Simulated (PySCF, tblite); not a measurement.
# C₄H₁₀OSi: geometry, infrared bands and NMR shifts

What infrared bands and NMR shifts should C₄H₁₀OSi (`C[C@@H]1CCO[SiH2]1`) show?

The runs use tblite 0.8.0 and PySCF 2.14.0, with density-fitted response routines of our own; the level of theory stands in each step. All values are computed, except where a source is named. Atoms are numbered from 0 throughout.

## 1. Starting geometry

16 atoms, charge 0, multiplicity 1; geometry from: force field or distance geometry start.

Bonds of the start (Å): C0–C1 1.50, C1–C2 1.52, C2–C3 1.47, C3–O4 1.36, O4–Si5 1.71, Si5–C1 1.88, C0–H6 1.10, C0–H7 1.11, C0–H8 1.12, C1–H9 1.09, C2–H10 1.12, C2–H11 1.11, C3–H12 1.13, C3–H13 1.10, Si5–H14 1.46, Si5–H15 1.47.

## 2. Optimising the geometry with GFN2-xTB

Job settings and geometry (Å):

```
{"job": {"kind": "relax", "xc": "GFN2-xTB", "basis": "xTB"}, "charge": 0, "multiplicity": 1}
C     -1.841500    -0.532200    -0.135000
C     -0.455900    -0.150000    -0.553000
C      0.624400    -0.878200     0.237100
C      1.863100    -0.080800     0.239000
O      1.643900     1.255700     0.313800
Si    -0.002500     1.586300    -0.005400
H     -1.902800    -1.017600     0.844900
H     -2.244600    -1.178800    -0.941000
H     -2.530100     0.350800    -0.107400
H     -0.271000    -0.232600    -1.623200
H      0.804500    -1.836800    -0.310100
H      0.243700    -1.082600     1.256400
H      2.443100    -0.388600     1.164300
H      2.471500    -0.345100    -0.638400
H     -0.237800     2.586400    -1.035800
H     -0.615700     1.953100     1.282100
```

Run with:

```bash
OMP_NUM_THREADS=1 python probes_run.py task.json out
```

The driver reads the jobs from task.json and runs them one after another.

**Question.** This job is followed by: GFN2-xTB harmonic vibrations, gas phase; GIAO PBE0/pcSseg-1 NMR shielding, non-relativistic, gas phase. Predict these results of the whole session: strongest single infrared mode (GFN2-xTB); zero-point energy (GFN2-xTB); 13C shifts against TMS (PBE0/pcSseg-1); 1H shifts against TMS (PBE0/pcSseg-1, means over atoms taken as alike); 17O shifts against H2O (PBE0/pcSseg-1); 29Si shifts against TMS (PBE0/pcSseg-1); surface potential, 1st and 99th percentile.

**Answer**, as computed:

| quantity | value |
| --- | --- |
| strongest single infrared mode (GFN2-xTB) | 2286 cm⁻¹, 473 km/mol |
| zero-point energy (GFN2-xTB) | 82.5 kcal/mol |
| 13C shifts against TMS (PBE0/pcSseg-1) | 72.5, 40.0, 23.6, 17.3 ppm |
| 1H shifts against TMS (PBE0/pcSseg-1, means over atoms taken as alike) | 4.96, 4.69, 4.47, 3.97, 1.94, 1.50, 1.47, 1.27 ppm |
| 17O shifts against H2O (PBE0/pcSseg-1) | 33.6 ppm |
| 29Si shifts against TMS (PBE0/pcSseg-1) | 1.4 ppm |
| surface potential, 1st and 99th percentile | -1.54 V and 1.12 V |

What this shows: Relaxing lowered the energy by 0.593 eV in 68 steps; the close pair that moved most is O4–Si5, from 1.709 to 1.635 Å. All 42 modes are real, so the xTB geometry is a minimum. The strongest single mode, at 2286 cm⁻¹, moves mainly H14 and H15. Unscaled tight-binding wavenumbers are off by several per cent, some by more. Its intensities can rank the bands wrongly. C3 (sp3 CH2 bonded to O) lies farthest downfield among carbon, at 72.5 ppm; pulled downfield by the heteroatom. At PBE0/pcSseg-1: The widest tensor belongs to O4: span 135 ppm, with a paramagnetic part of -94 ppm.
